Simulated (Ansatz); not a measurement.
# Ta4NiO11: the cost of one run

Method: DFT PBE, scalar-relativistic, plane waves, PAW, unless a step names another level, in Ansatz 0.2.0.

2 further runs of the same task are left out: 1 that didn't finish, 1 set aside as unsound or not needed.

## 1. The starting structure

Symmetry: Cmmm, No. 65, orthorhombic system. The conventional cell has a = 3.910 Å, b = 29.659 Å, c = 3.886 Å, α = 90.00°, β = 90.00°, γ = 90.00°. Ta (site symmetry m2m) has 6 O at 1.91 to 2.21 Å as nearest neighbours. Ta (site symmetry m2m) is surrounded by 6 O at 1.91 to 2.24 Å. Around Ni (site symmetry mmm) lie 4 O at 1.88 to 1.95 Å. Around O (site symmetry m2m) lie 2 Ta at 1.91 Å. O (site symmetry m2m) has 3 Ta at 2.02 to 2.21 Å as nearest neighbours. O (site symmetry m2m) has 1 Ni at 1.88 Å and 2 Ta at 1.99 Å as nearest neighbours. O (site symmetry mmm) has 2 Ni at 1.95 Å and 2 Ta at 2.24 Å as nearest neighbours. O (site symmetry m2m) has 2 Ta at 1.95 Å as nearest neighbours. Only part of the 9 independent sites is listed.

Coordinates:

```cif
data_structure
_symmetry_space_group_name_H-M 'P 1'
_symmetry_Int_Tables_number 1
_cell_length_a 14.9580
_cell_length_b 14.9580
_cell_length_c 3.8859
_cell_angle_alpha 90.000
_cell_angle_beta 90.000
_cell_angle_gamma 164.980
_cell_volume 225.32
loop_
_atom_site_label
_atom_site_type_symbol
_atom_site_fract_x
_atom_site_fract_y
_atom_site_fract_z
_atom_site_occupancy
Ta1 Ta 0.20437 0.79563 0.00000 1
Ta2 Ta 0.92451 0.07549 0.00000 1
Ta3 Ta 0.07549 0.92451 0.00000 1
Ta4 Ta 0.79563 0.20437 0.00000 1
Ni1 Ni 0.50000 0.50000 0.00000 1
O1 O 0.13987 0.86013 0.00000 1
O2 O 0.72107 0.27893 0.00000 1
O3 O 0.43645 0.56355 0.00000 1
O4 O 0.56355 0.43645 0.00000 1
O5 O 0.00000 0.00000 0.00000 1
O6 O 0.86013 0.13987 0.00000 1
O7 O 0.27893 0.72107 0.00000 1
O8 O 0.92790 0.07210 0.50000 1
O9 O 0.07210 0.92790 0.50000 1
O10 O 0.79436 0.20564 0.50000 1
O11 O 0.20564 0.79436 0.50000 1
```

It came out lowest among 14 distinct ends of the trial cells. At a tolerance of 0.05 Å it has space group Cmmm (No. 65). Site moments: 0.0 0.0 0.0 0.0 0.6 0.0 0.0 0.0 0.0 0.1 0.0 0.0 0.0 0.0 0.0 0.0 μB.

## 2. Bands, states and charges

File input.yaml:

```yaml
crystal:
  lattice:
    - [1.9549511198, -14.8297342787, 0.0]
    - [1.9549511198, 14.8297342787, 0.0]
    - [0.0, 0.0, 3.885895701]
  atoms:
    - { symbol: Ta, position: [0.2043671575, 0.7956328425, 0.0] }
    - { symbol: Ta, position: [0.9245129325, 0.0754870675, 0.0] }
    - { symbol: Ta, position: [0.0754870675, 0.9245129325, 0.0] }
    - { symbol: Ta, position: [0.7956328425, 0.2043671575, 0.0] }
    - { symbol: Ni, position: [0.5, 0.5, 0.0], spin: 0.66 }
    - { symbol: O, position: [0.1398733882, 0.8601266118, 0.0] }
    - { symbol: O, position: [0.7210734965, 0.2789265035, 0.0] }
    - { symbol: O, position: [0.4364464897, 0.5635535103, 0.0] }
    - { symbol: O, position: [0.5635535103, 0.4364464897, 0.0] }
    - { symbol: O, position: [0.0, 0.0, 0.0] }
    - { symbol: O, position: [0.8601266118, 0.1398733882, 0.0] }
    - { symbol: O, position: [0.2789265035, 0.7210734965, 0.0] }
    - { symbol: O, position: [0.9279013224, 0.0720986776, 0.5] }
    - { symbol: O, position: [0.0720986776, 0.9279013224, 0.5] }
    - { symbol: O, position: [0.7943582061, 0.2056417939, 0.5] }
    - { symbol: O, position: [0.2056417939, 0.7943582061, 0.5] }
basis:
  ecutwfc: 420
kpoints:
  mp_grid: { grid: [8, 8, 8] }
  band_path:
    path:
      - [[0.0, 0.0, 0.0], [-0.5, 0.5, 0.0], [-0.25434455, 0.74565545, 0.0]]
      - [[0.25434455, 0.25434455, 0.0], [0.0, 0.0, 0.0], [0.0, 0.0, 0.5], [0.25434455, 0.25434455, 0.5]]
      - [[-0.25434455, 0.74565545, 0.5], [-0.5, 0.5, 0.5], [-0.5, 0.5, 0.0]]
      - [[0.0, 0.0, 0.0], [0.0, 0.5, 0.0], [0.0, 0.5, 0.5], [0.0, 0.0, 0.5], [-0.5, 0.5, 0.5]]
    npoints: 10
hamiltonian:
  xc: pbe
scf:
  occupations: { method: gaussian, width: 0.1 }
  n_extra_bands: 40
output:
  forces: true
  stress: true
  eigenvalues: true
  populations: true
  dos: { projected: true, de: 0.02, nscf_kmesh: { grid: [10, 10, 10] } }
  bader: false
  write_density: true
  write_potential: true
  elf: true
  volumetric_format: npy
magnetization:
  spin_polarized: true
checkpoint:
  read: start.run
  write: ck
  compress: false
  write_wavefunctions: false
  write_every: 100000
```

Started as:

```
$ ansatz run input.yaml --threads 5 --pin off --max-ram 14080MiB --backend cpu --events-out ev --progress --plain --runs-dir out
```

What time and memory should one allow on 5 threads of Intel Xeon Platinum 8375C at 2.90GHz (Ice Lake), shared host?

About 3 min, with a peak of 3.9 GiB.
